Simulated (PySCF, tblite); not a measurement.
# C₆H₁₄BP: geometry, infrared bands and NMR shifts

Wanted: the infrared bands and NMR shifts of C₆H₁₄BP (`[BH3-][P@+]1(C)CCC=C1C`), by calculation.

Programs: tblite 0.8.0 and PySCF 2.14.0, with density-fitted response routines of our own. Each step states its level of theory. These are calculated values for one molecule in the gas phase, unless marked as measured. Atoms are numbered from 0 throughout.

**1. The molecule as given**

22 atoms, charge 0, multiplicity 1; geometry from: force field or distance geometry start.

Bonds of the start (Å): B0–P1 1.89, P1–C2 1.80, P1–C3 1.81, C3–C4 1.54, C4–C5 1.50, C5–C6 1.33, C6–C7 1.51, C6–P1 1.77, B0–H8 1.19, B0–H9 1.18, B0–H10 1.20, C2–H11 1.11, C2–H12 1.10, C2–H13 1.12, C3–H14 1.11, C3–H15 1.11, C4–H16 1.11, C4–H17 1.11, C5–H18 1.09, C7–H19 1.11, C7–H20 1.10, C7–H21 1.11.

**2. Optimising the geometry with GFN2-xTB**

Job settings and geometry (Å):

```
{"job": {"kind": "relax", "xc": "GFN2-xTB", "basis": "xTB"}, "charge": 0, "multiplicity": 1}
B     -1.833200    -1.024700     0.848100
P     -0.675000     0.191200    -0.028500
C     -1.156800     1.914800     0.194800
C     -0.392100    -0.234700    -1.762000
C      1.044300    -0.791300    -1.837600
C      1.748100    -0.552500    -0.539000
C      1.008400    -0.079800     0.454700
C      1.534600     0.175700     1.843400
H     -1.857900    -0.786500     2.016700
H     -1.462900    -2.137600     0.682000
H     -2.940500    -0.905200     0.396200
H     -1.198700     2.163200     1.274000
H     -0.439300     2.579100    -0.308900
H     -2.167800     2.070000    -0.253100
H     -0.496100     0.680300    -2.374500
H     -1.133100    -0.999400    -2.075900
H      1.023900    -1.878600    -2.043400
H      1.597900    -0.290600    -2.665300
H      2.803100    -0.789700    -0.399100
H      1.930500    -0.770600     2.275500
H      2.336400     0.934200     1.804400
H      0.715900     0.552100     2.496700
```

Run with:

```bash
OMP_NUM_THREADS=1 python probes_run.py task.json out
```

This one command runs all jobs of the session in turn.

**Question.** This job is followed by: GFN2-xTB harmonic vibrations, gas phase; GIAO PBE0/pcSseg-1 NMR shielding, non-relativistic, gas phase. What will the session give for the following? strongest single infrared mode (GFN2-xTB); zero-point energy (GFN2-xTB); ¹³C shifts against TMS (PBE0/pcSseg-1); ¹H shifts against TMS (PBE0/pcSseg-1, means over atoms taken as alike); ¹¹B shifts against BF3·OEt2 (PBE0/pcSseg-1); ³¹P shifts against H3PO4 (PBE0/pcSseg-1); surface potential, 1st and 99th percentile.

The runs gave:

```
                                                              quantity                                               value
                             strongest single infrared mode (GFN2-xTB)                               1083 cm⁻¹, 209 km/mol
                                          zero-point energy (GFN2-xTB)                                      113.9 kcal/mol
                                ¹³C shifts against TMS (PBE0/pcSseg-1)            147.1, 144.6, 35.6, 28.7, 17.7, 15.5 ppm
¹H shifts against TMS (PBE0/pcSseg-1, means over atoms taken as alike)  6.21, 2.73, 2.72, 2.14, 2.11, 1.77, 1.30, 0.80 ppm
                           ¹¹B shifts against BF3·OEt2 (PBE0/pcSseg-1)                                           -49.2 ppm
                              ³¹P shifts against H3PO4 (PBE0/pcSseg-1)                                            30.6 ppm
                                 surface potential, 1st and 99th percentile                                  -1.54 V and 1.08 V
```

Relaxing lowered the energy by 0.388 eV in 175 steps; the close pair that moved most is P1–C6, from 1.772 to 1.823 Å. No mode is imaginary among the 60: a minimum at this level. The strongest single mode, at 1083 cm⁻¹, moves mainly H9, H8 and H10. Unscaled tight-binding wavenumbers are off by several per cent, some by more. Its intensities can rank the bands wrongly. The most deshielded hydrogen is H18 (hydrogen on an alkene CH), at 6.21 ppm: olefinic region. At PBE0/pcSseg-1: Shielding is most anisotropic at C6 (span 202 ppm, paramagnetic term -230 ppm). By nearest atom (PBE0/pcSseg-1), the HOMO sits on C5, C6 about 26 % each; P1 7 % and the LUMO on C5, C6 about 30 % each; H18 9 %.
